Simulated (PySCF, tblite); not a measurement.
# C8H9B+ (doublet): geometry, infrared bands and EPR parameters

Aim: predict the infrared bands and EPR parameters of C8H9B+ (doublet) (`BC1=CC=C(C=C)[CH][CH+]1`).

Computed with tblite 0.8.0 and PySCF 2.14.0, with density-fitted response routines of our own, on a single molecule in the gas phase. Atoms are numbered from 0 throughout.

### Step 1. The molecule as given

18 atoms, charge 1, multiplicity 2; geometry from: force field or distance geometry start.

Bonds of the start (Å): B0–C1 1.58, C1–C2 1.32, C2–C3 1.48, C3–C4 1.32, C4–C5 1.47, C5–C6 1.33, C4–C7 1.48, C7–C8 1.48, C8–C1 1.45, B0–H9 1.18, B0–H10 1.17, C2–H11 1.09, C3–H12 1.11, C5–H13 1.08, C6–H14 1.09, C6–H15 1.08, C7–H16 1.12, C8–H17 1.09.

### Step 2. Geometry optimisation with GFN2-xTB

Job settings and geometry (Å):

```
{"job": {"kind": "relax", "xc": "GFN2-xTB", "basis": "xTB"}, "charge": 1, "multiplicity": 2}
B      3.377500     0.596100     0.218300
C      1.832200     0.286800     0.166800
C      1.431200    -0.970200     0.114900
C     -0.002700    -1.317600     0.060500
C     -0.944400    -0.386600     0.102500
C     -2.332000    -0.854700     0.045500
C     -3.287700     0.064300     0.068900
C     -0.611500     1.058200     0.171400
C      0.839900     1.338500     0.208100
H      3.705700     1.723400     0.344300
H      4.119700    -0.283900    -0.001100
H      2.116000    -1.815300     0.087300
H     -0.293100    -2.387000     0.025000
H     -2.567700    -1.911000    -0.007600
H     -4.345700    -0.187700     0.043600
H     -3.029500     1.112500     0.138000
H     -1.132000     1.551700    -0.683400
H      1.115200     2.388800     0.260600
```

Command:

```bash
> OMP_NUM_THREADS=1 python probes_run.py task.json out
```

This one command runs all jobs of the session in turn.

**Question.** This job is followed by: GFN2-xTB harmonic vibrations, gas phase; UKS B3LYP, pcH-1 on B C H, non-relativistic, mean-field spin-orbit, GIAO. Predict these results of the whole session: strongest single infrared mode (GFN2-xTB); zero-point energy (GFN2-xTB); g(iso) (B3LYP); ⟨S²⟩; largest a(iso) (averaged by class).

As calculated:

| quantity | value |
| --- | --- |
| strongest single infrared mode (GFN2-xTB) | 1562 cm⁻¹, 302 km/mol |
| zero-point energy (GFN2-xTB) | 85.6 kcal/mol |
| g(iso) (B3LYP) | 2.00249 |
| ⟨S²⟩ | 0.767 (exact 0.75) |
| largest a(iso) (averaged by class) | 1H on H9, H10, 75.2 MHz |

In words: Relaxing lowered the energy by 1.851 eV in 116 steps; the close pair that moved most is C7–C8, from 1.479 to 1.367 Å. No mode is imaginary among the 48: a minimum at this level. The strongest single mode, at 1562 cm⁻¹, moves mainly C5 and C6. GFN2-xTB is a fitted tight-binding method: band positions and strengths are rough. Its intensities can rank the bands wrongly. C6 carries the largest spin population, 0.44 e. The isotropic g lies 0.2 ppt above the free-electron value. The conformer search found further structures of the same energy, which may be mirror or relabelled copies of this one.
